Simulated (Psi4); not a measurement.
**CCSD(T)/def2-SVP (core potential) run of SnH2F2 (SMILES [F][SnH2][F])**

What is the vertical ionisation energy of SnH2F2 at CCSD(T)/def2-SVP (core potential)? 

The results are computed with Psi4 1.11.

**1. The molecule**

The species is SnH2F2 (5 atoms), meant as a singlet with charge 0. SMILES: `[F][SnH2][F]`. Geometry: relaxed at PBE0-D4/def2-TZVP.

Bond lengths: F1–Sn2 1.909 Å, Sn2–F3 1.909 Å, Sn2–H4 1.692 Å, Sn2–H5 1.692 Å. Angles: F1–Sn2–F3 103.3°, F1–Sn2–H4 107.1°, F1–Sn2–H5 107.1°, F3–Sn2–H4 107.1°, F3–Sn2–H5 107.1°, H4–Sn2–H5 123.6°.

**2. A single-point energy at CCSD(T)/def2-SVP (core potential)**

calc.py

```python
import psi4

psi4.set_memory('2200 MB')
psi4.set_num_threads(1)
psi4.core.set_output_file('output.dat', False)

geom = psi4.geometry("""
0 1
F     -0.343500    -0.356300     1.741400
Sn     0.128900    -0.073200    -0.086200
F     -1.231200     1.110700    -0.712400
H     -0.087400    -1.547100    -0.889100
H      1.583200     0.792100    -0.095000
symmetry c1
no_reorient
no_com
""")

psi4.set_options({
    'puream': True,
    'e_convergence': 1e-09,
    'd_convergence': 1e-08,
    'scf_type': 'pk',
    'num_frozen_docc': 6,
})

e = psi4.energy('ccsd(t)/def2-SVP', molecule=geom)
print(f'total energy {e:.8f} hartree = {e * 27.211386:.5f} eV')
```

On the command line:

```console
python calc.py
```

output.dat:

```text
[...]
    !!!  WARNING: ECP capability is in beta. Please check occupations closely.  !!!
[...]
  Running in c1 symmetry.
[...]
  Nuclear repulsion =  144.609737025789201
[...]
  Multiplicity = 1
[...]
  Nalpha       = 21
  Nbeta        = 21
[...]
    Number of basis functions: 64
[...]
   @RHF iter   1:  -413.16640374929574   -2.31432e+00   7.80712e-03 DIIS/ADIIS
[...]
   @RHF iter  11:  -413.25644480802339   -6.25278e-13   3.26850e-09 DIIS
[...]
    Orbital Energies [Eh]
    ---------------------
    Doubly Occupied:
       1A    -26.239234     2A    -26.239217     3A     -5.929897
       4A     -4.122103     5A     -4.120973     6A     -4.118223
       7A     -1.518076     8A     -1.509916     9A     -1.388154
      10A     -1.387193    11A     -1.383960    12A     -1.376351
      13A     -1.361767    14A     -0.728639    15A     -0.625119
      16A     -0.621331    17A     -0.621286    18A     -0.603869
      19A     -0.590717    20A     -0.550274    21A     -0.490878
[...]
  @RHF Final Energy:  -413.25644480802339
   => Energetics <=
    Nuclear Repulsion Energy =            144.6097370257892010
    One-Electron Energy =                -944.6780156827163637
    Two-Electron Energy =                 386.8118338489038024
    Total Energy =                       -413.2564448080233888
[...]
 Multipole Moments:
 ------------------------------------------------------------------------------------
     Multipole            Electronic (a.u.)      Nuclear  (a.u.)        Total (a.u.)
 ------------------------------------------------------------------------------------
 L = 1.  Multiply by 2.5417464519 to convert [e a0] to [Debye]
 Dipole X            :         19.7938756          -18.5962279            1.1976477
 Dipole Y            :         -8.9492310            8.3605263           -0.5887047
 Dipole Z            :        -12.8425109           12.0573975           -0.7851134
 Magnitude           :                                                    1.5483334
[...]
      * MP2 total energy                      = -413.746292335225405
[...]
      * CCSD total energy                     = -413.762874322816572
[...]
      * CCSD(T) total energy                  = -413.771176343673005
```

The script printed:

```text
total energy -413.77117634 hartree = -11259.28720 eV
```

It took 32 s on 1 thread of Intel Xeon at 2.50GHz (Skylake/Cascade Lake), shared host; peak memory 0.29 GiB.

**3. The doublet cation, same level**

f2h2sn.dat

```
memory 2200 mb

molecule {
  1 2
  F
  Sn 1 r2
  F 2 r3 1 a3
  H 2 r4 1 a4 3 d4
  H 2 r5 4 a5 1 d5

  r2 = 1.908777
  r3 = 1.908826
  a3 = 103.28226
  r4 = 1.692281
  a4 = 107.06537
  d4 = -112.82323
  r5 = 1.69228
  a5 = 123.55331
  d5 = 124.88985
  symmetry c1
}

set basis def2-SVP
set reference uhf
set puream true
set e_convergence 1e-09
set d_convergence 1e-08
set scf_type pk
set num_frozen_docc 6
set maxiter 100

e_tot, wfn = energy('ccsd(t)', return_wfn=True)
```

On the command line:

```console
psi4 f2h2sn.dat f2h2sn.out -n 1
```

f2h2sn.out:

```text
[...]
    !!!  WARNING: ECP capability is in beta. Please check occupations closely.  !!!
[...]
  Running in c1 symmetry.
[...]
  Nuclear repulsion =  144.609739608960439
[...]
  Multiplicity = 2
[...]
  Nalpha       = 21
  Nbeta        = 20
[...]
    Number of basis functions: 64
[...]
   @UHF iter   1:  -412.64975231132041   -1.87559e+00   8.49099e-03 ADIIS/DIIS
[...]
   @UHF iter  18:  -412.79934636065803   -1.42109e-12   6.40478e-09 DIIS
[...]
   @S^2 Observed:                8.503883345E-01
[...]
    Orbital Energies [Eh]
    ---------------------
    Alpha Occupied:
       1A    -26.473388     2A    -26.473371     3A     -6.221232
       4A     -4.419315     5A     -4.408604     6A     -4.408575
       7A     -1.758423     8A     -1.747417     9A     -1.686745
      10A     -1.677520    11A     -1.672386    12A     -1.662939
      13A     -1.627289    14A     -1.024665    15A     -0.913030
      16A     -0.858655    17A     -0.836608    18A     -0.831013
      19A     -0.822468    20A     -0.813693    21A     -0.810301
    Alpha Virtual:
      22A     -0.169998    23A     -0.132248    24A     -0.114749
      25A     -0.030536    26A      0.029585    27A      0.062844
[...]
  @UHF Final Energy:  -412.79934636065803
   => Energetics <=
    Nuclear Repulsion Energy =            144.6097396089604388
    One-Electron Energy =                -933.6215422629445584
    Two-Electron Energy =                 376.2124562933260563
    Total Energy =                       -412.7993463606580349
  UHF NO Occupations:
  HONO-2 :   19  A 1.9992222
  HONO-1 :   20  A 1.9499044
[...]
 Multipole Moments:
 ------------------------------------------------------------------------------------
     Multipole            Electronic (a.u.)      Nuclear  (a.u.)        Total (a.u.)
 ------------------------------------------------------------------------------------
 L = 1.  Multiply by 2.5417464519 to convert [e a0] to [Debye]
 Dipole X            :         -0.0000474           -0.0000620           -0.0001094
 Dipole Y            :         14.4459358          -12.3347082            2.1112275
 Dipole Z            :         11.4323657           -9.7615837            1.6707820
 Magnitude           :                                                    2.6923585
[...]
      * MP2 total energy                      = -413.282814318755925
[...]
      * CCSD total energy                     = -413.300910216933119
[...]
      * CCSD(T) total energy                     = -413.314663509557533
[...]
```

Run time: 2.1 min. Hardware: 1 thread of Intel Xeon at 2.50GHz (Skylake/Cascade Lake), shared host; peak memory 0.32 GiB.

**4. What came out**

At CCSD(T)/def2-SVP (core potential), 6 core orbitals frozen:

```
                                                                  quantity          value
                                              singlet SnH2F2: total energy  -413.77118 Eh
                       singlet SnH2F2: HOMO energy (Hartree–Fock orbitals)      -13.36 eV
                       singlet SnH2F2: LUMO energy (Hartree–Fock orbitals)        2.53 eV
                     singlet SnH2F2: HOMO–LUMO gap (Hartree–Fock orbitals)       15.89 eV
               singlet SnH2F2: correlation energy (6 core orbitals frozen)     -514.7 mEh
                                            singlet SnH2F2: (T) correction      -8.30 mEh
                                             singlet SnH2F2: T1 diagnostic          0.012
                                              doublet cation: total energy  -413.31466 Eh
doublet cation: HOMO energy (Hartree–Fock orbitals) (highest over α and β)      -20.53 eV
 doublet cation: LUMO energy (Hartree–Fock orbitals) (lowest over α and β)      -11.53 eV
               doublet cation: correlation energy (6 core orbitals frozen)     -515.3 mEh
                                            doublet cation: (T) correction     -13.75 mEh
                         doublet cation: ⟨S²⟩ of the reference determinant          0.850
                                             doublet cation: T1 diagnostic          0.059
                        vertical ionisation energy (to the doublet cation)      12.422 eV
```

What this shows: The vertical ionisation energy comes to 12.42 eV (1199 kJ/mol). The triples (singlet SnH2F2) make up 1.6 % of the correlation energy. ⟨S²⟩ (doublet cation) is 0.85 where a pure doublet has 0.75: the reference is spin-contaminated. The T1 diagnostic (doublet cation) of 0.059 is above the customary mark for such species, so a single reference may not serve. The triples (doublet cation) make up 2.7 % of the correlation energy.
